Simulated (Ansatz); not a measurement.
The system is CsLiCr2Te2S3.

```
Cs Li Cr Te S
1.0
     3.42162   -5.18069    0.00784
     3.42162    5.18069    0.00784
    -2.90411    0.00000    7.43093
Cs Li Cr Te S
1 1 2 2 3
Direct
  0.09374 0.09374 0.00853
  0.58875 0.58875 0.55336
  0.05646 0.46755 0.55790
  0.46755 0.05646 0.55790
  0.56486 0.87357 0.29035
  0.87357 0.56486 0.29035
  0.81151 0.39697 0.73347
  0.39697 0.81151 0.73347
  0.21404 0.21404 0.48371
```

The cell was built by a generator and needn't be a form met in nature.

Base run:

```yaml
Program: Ansatz 0.2.0
Functional: PBE
Potentials_or_basis: all-electron LAPW, scalar-relativistic
Cutoff: 292 eV
Density_cutoff: 1167 eV
Basis_error_allowed: 0.002 eV/atom
k_mesh: 4 × 4 × 3
Occupations: fermi-dirac, width 0.05 eV
Spin: collinear spin, ferromagnetic start
Starting_moments: "[0.0, 0.0, 3.0, 3.0, 0.0, 0.0, 0.0, 0.0, 0.0] μB"
Hubbard_terms: Cr d U = 6 eV
```

Its results: band gap on the k mesh none (metal or under the smearing width); pressure 5.0 GPa; net moment 5.98 μB per cell; site moments Cs -0.00; Li -0.00; Cr +3.50; Te -0.14; S -0.28, -0.29 μB; largest force 2.632 eV/Å.

Question: The run is repeated on the same cell with these changes: hubbard terms from Cr d U = 6 eV to Cr d U = 3 eV. What comes out?

Answer: Band gap on the k mesh none (metal or under the smearing width); pressure 2.7 GPa; net moment 5.19 μB per cell; site moments Cs -0.00; Li -0.00; Cr +3.04; Te -0.20; S -0.17, -0.18 μB; largest force 1.385 eV/Å.

Caveats: the k mesh is thin for a metal, which can move the energy by tens of meV per atom; the magnetic state may not be the lowest; U is the effective U less J, on atomic orbitals that reach past the spheres; only a ferromagnetic start was run, and an antiferromagnetic order may lie lower in energy; forces of over 1 eV/Å show positions far from the minimum, so gaps and moduli don't describe the material at rest.

Not every run made on this cell is shown here.
